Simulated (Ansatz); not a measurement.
# SiGeHO (quartet): wave-function methods side by side at a displaced geometry (v1), cc-pVDZ

The task here is to estimate one member of a computed series from the others.

Method: cc-pVDZ, core rule «outside noble gas», up to 20 orbitals frozen; program: Ansatz 0.2.0, Gaussian basis.

The runs, in order: UHF; CCSD(T) on ROHF; CCSD(T) on UHF; BCCD(T) on ROHF; CISD as a restricted active space (open shells left free, so some higher excitations enter); CCSDT(Q) on ROHF; CCSDT(Q) on UHF.

24 further runs of the same task are left out: 12 that didn't finish, 12 set aside as unsound or not needed. Runs told in other sessions of the task aren't counted.

**What is computed**

The geometry is a PBE0/def2-TZVP stationary point (not a proven minimum) with its atoms shifted at random (size 0.040 Å). No spin-orbit coupling is included. The filled d shell of Ge may be among the frozen orbitals whatever the setting's name suggests.

4 atoms, charge 0, spin multiplicity 4.

Atoms are counted from 1 here; the program's logs count them from 0.

Bond lengths: Ge1–O2 1.792 Å, Ge1–H4 1.540 Å, O2–Si3 1.701 Å. Angles: O2–Ge1–H4 115.4°, Ge1–O2–Si3 148.6°.

Coordinates:

| atom | x (Å) | y (Å) | z (Å) |
| --- | --- | --- | --- |
| Ge1 | -0.0107 | -0.0031 | 1.0358 |
| O2 | -0.0115 | -0.3838 | -0.7150 |
| Si3 | 0.0365 | 0.1730 | -2.3214 |
| H4 | -0.0663 | 1.4954 | 1.3871 |

Set-up of the first run:

File in.yaml:

```yaml
crystal:
  periodic: [false, false, false]
  atoms:
    - {symbol: Ge, position_ang: [-0.010654, -0.003089, 1.035778]}
    - {symbol: O, position_ang: [-0.011487, -0.383808, -0.714985]}
    - {symbol: Si, position_ang: [0.036477, 0.172966, -2.321404]}
    - {symbol: H, position_ang: [-0.066300, 1.495385, 1.387148]}
basis:
  gaussian: {orbitals: cc-pVDZ}
magnetization: {spin_polarized: true, initial_magnetization: 3}
hamiltonian: {xc: hf}
output: {orbitals: {seedname: orbitals}}
```

Launch:

```sh
$ ansatz run in.yaml --threads 1 --pin off --events-out ev --progress --plain --max-ram 2393MiB
```

Steps of the session up to this table: UHF; CCSD(T) on ROHF; CCSD(T) on UHF; BCCD(T) on ROHF; CISD as a restricted active space (open shells left free, so some higher excitations enter); CCSDT(Q) on ROHF; CCSDT(Q) on UHF.

One table of the session follows, with a row left open; its other results are not shown here.

```
   method  from UCCSDT(Q) (meV)
     ROHF               +9599.3
      UHF               +9414.0
     RMP2               +1107.3
     UMP2               +1103.9
    RCCSD                +371.5
    UCCSD                     ?
 RCCSD(T)                 +76.3
 UCCSD(T)                 +66.4
  BCCD(T)                 +68.8
   RCCSDT                 +44.0
   UCCSDT                 +33.9
RCCSDT(Q)                 +17.2
UCCSDT(Q)                     0
```

Q: Estimate the row for UCCSD from the others.

**Answer.** from UCCSDT(Q) (meV): +357.6. In the column «from UCCSDT(Q) (meV)» it lies between RCCSD(T) (+76.3) and RCCSD (+371.5).

Not comparable, so not listed: CISD as a restricted active space (open shells left free, so some higher excitations enter) (they don't share determinant, frozen orbitals or solution with the rows shown, or repeat one).

To keep in mind: Restricted and unrestricted rows rest on different reference determinants; a gap between their highest levels can come from leftover correlation error, from unlike frozen cores or from another state.
